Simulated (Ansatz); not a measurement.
# CHClFNOSi: how energies converge with the basis set

One table from this session's results is given with a row withheld; the runs are named, their logs left out.

Program: Ansatz 0.2.0, Gaussian basis. Level of theory: one geometry, several basis sets. These are calculated values, not measurements.

Levels to be run: PBE0-D4/def2-SVP; ωB97M-V/def2-SVP; PBE0-D4/def2-QZVPP; ωB97M-V/def2-QZVPP; the functionals' def2-TZVPP values are taken from earlier runs.

### Structure used throughout

All runs share one geometry, relaxed beforehand with PBE0-D4 in a triple-zeta def2 set.

7 atoms, charge 0, spin multiplicity 1.

Atoms are counted from 1 here; the program's logs count them from 0.

Bond lengths: O1–C2 1.159 Å, C2–N3 1.198 Å, N3–Si4 1.686 Å, Si4–F5 1.581 Å, Si4–Cl6 2.029 Å, Si4–H7 1.466 Å. Angles: O1–C2–N3 177.6°, C2–N3–Si4 156.6°, N3–Si4–F5 108.1°, N3–Si4–Cl6 110.5°, N3–Si4–H7 110.6°, F5–Si4–Cl6 108.3°, F5–Si4–H7 109.0°, Cl6–Si4–H7 110.3°.

Set-up of the first run:

Contents of in.yaml:

```yaml
crystal:
  periodic: [false, false, false]
  atoms:
    - {symbol: O, position_ang: [0.815171, -2.357475, 1.658735]}
    - {symbol: C, position_ang: [0.512237, -1.559714, 0.874553]}
    - {symbol: N, position_ang: [0.199335, -0.770989, 0.028326]}
    - {symbol: Si, position_ang: [-0.274208, 0.722048, -0.596656]}
    - {symbol: F, position_ang: [0.917737, 1.292729, -1.464430]}
    - {symbol: Cl, position_ang: [-0.652876, 2.033556, 0.903973]}
    - {symbol: H, position_ang: [-1.456097, 0.571745, -1.450200]}
basis:
  gaussian: {orbitals: def2-SVP}
hamiltonian: {xc: pbe0, dispersion: d4}
output: {orbitals: {seedname: orbitals}}
```

Steps of the session up to this table: PBE0-D4 in def2-SVP; ωB97M-V in def2-SVP; PBE0-D4 in def2-QZVPP; ωB97M-V in def2-QZVPP.

One of the session's tables, all rows but one given; the rest of the session is left out.

It belongs to the step «Functionals by basis». 

| functional | basis | HOMO (eV) | LUMO (eV) |
| --- | --- | --- | --- |
| PBE0-D4 | def2-SVP | -9.30 | -0.03 |
| PBE0-D4 | def2-TZVPP | -9.41 | -0.29 |
| PBE0-D4 | def2-QZVPP | -9.44 | -0.39 |
| ωB97M-V | def2-SVP | -11.48 | 2.16 |
| ωB97M-V | def2-TZVPP | ? | ? |
| ωB97M-V | def2-QZVPP | -11.67 | 1.46 |

Q: Estimate the row for ωB97M-V, def2-TZVPP from the others.

**Answer.** HOMO (eV): -11.63; LUMO (eV): 1.75. In the column «HOMO (eV)» it lies between ωB97M-V, def2-QZVPP (-11.67) and ωB97M-V, def2-SVP (-11.48).
